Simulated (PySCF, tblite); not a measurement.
# C6H10N2Si2: geometry, infrared bands and NMR shifts

Aim: predict the infrared bands and NMR shifts of C6H10N2Si2 (`N#CCC1=C[Si@H](N[SiH3])C=C1`).

Computed with tblite 0.8.0 and PySCF 2.14.0, with density-fitted response routines of our own, on a single molecule in the gas phase. Atoms are numbered from 0 throughout.

**1. The molecule as given**

20 atoms, charge 0, multiplicity 1; geometry from: force field or distance geometry start.

Bonds of the start (Å): N0–C1 1.16, C1–C2 1.48, C2–C3 1.52, C3–C4 1.36, C4–Si5 1.88, Si5–N6 1.68, N6–Si7 1.68, Si5–C8 1.87, C8–C9 1.34, C9–C3 1.45, C2–H10 1.09, C2–H11 1.09, C4–H12 1.08, Si5–H13 1.47, N6–H14 1.01, Si7–H15 1.48, Si7–H16 1.48, Si7–H17 1.47, C8–H18 1.09, C9–H19 1.09.

**2. Relaxing the molecule with GFN2-xTB**

Job settings and geometry (Å):

```
{"job": {"kind": "relax", "xc": "GFN2-xTB", "basis": "xTB"}, "charge": 0, "multiplicity": 1}
N      4.108800    -0.590700    -1.700600
C      3.569500    -0.611300    -0.674200
C      2.943500    -0.651400     0.663200
C      1.490300    -0.229900     0.575900
C      0.433700    -1.048500     0.820200
Si    -1.201300    -0.137500     0.622300
N     -1.964000    -0.720500    -0.753700
Si    -3.451400     0.038900    -0.958000
C     -0.193000     1.392800     0.263200
C      1.119900     1.145800     0.288600
H      3.465600     0.013500     1.349000
H      3.014500    -1.662700     1.076600
H      0.446300    -2.095000     1.072700
H     -1.989100    -0.115200     1.866500
H     -1.379000    -0.552800    -1.557900
H     -4.041300    -0.499400    -2.199000
H     -4.346000    -0.260100     0.186200
H     -3.244800     1.485600    -1.119000
H     -0.666100     2.352000     0.072500
H      1.878800     1.909300     0.102400
```

Run with:

```bash
> OMP_NUM_THREADS=1 python probes_run.py task.json out
```

The driver reads the jobs from task.json and runs them one after another.

**Question.** This job is followed by: GFN2-xTB harmonic vibrations, gas phase; GIAO PBE0/pcSseg-1 NMR shielding, non-relativistic, gas phase. Predict these results of the whole session: strongest single infrared mode (GFN2-xTB); zero-point energy (GFN2-xTB); 13C shifts against TMS (PBE0/pcSseg-1); 1H shifts against TMS (PBE0/pcSseg-1, means over atoms taken as alike); 15N shifts against NH3 (PBE0/pcSseg-1); 29Si shifts against TMS (PBE0/pcSseg-1); surface potential, 1st and 99th percentile.

As calculated:

| quantity | value |
| --- | --- |
| strongest single infrared mode (GFN2-xTB) | 2281 cm⁻¹, 620 km/mol |
| zero-point energy (GFN2-xTB) | 86.6 kcal/mol |
| 13C shifts against TMS (PBE0/pcSseg-1) | 158.7, 154.2, 142.5, 132.8, 121.3, 25.2 ppm |
| 1H shifts against TMS (PBE0/pcSseg-1, means over atoms taken as alike) | 7.09, 6.43, 5.80, 5.17, 4.86, 3.25, 3.10, -0.04 ppm |
| 15N shifts against NH3 (PBE0/pcSseg-1) | 301.3, 0.8 ppm |
| 29Si shifts against TMS (PBE0/pcSseg-1) | -15.1, -53.5 ppm |
| surface potential, 1st and 99th percentile | -1.74 V and 1.58 V |

**Reading.** The optimisation took 94 steps and gained 0.619 eV; among the close pairs (by a distance rule), N6–Si7 changed most, from 1.682 to 1.734 Å. All 54 modes are real, so the xTB geometry is a minimum. The strongest single mode, at 2281 cm⁻¹, moves mainly H16 and H13. Unscaled tight-binding wavenumbers are off by several per cent, some by more. Its intensities can rank the bands wrongly. At PBE0/pcSseg-1: The largest span, 506 ppm, is at N0, where the paramagnetic term is -373 ppm. By nearest atom (PBE0/pcSseg-1), the HOMO sits on C4, C8 about 26 % each; C3, C9 about 14 % each and the LUMO on C3, C4, C8 about 18 % each; C9 13 %.
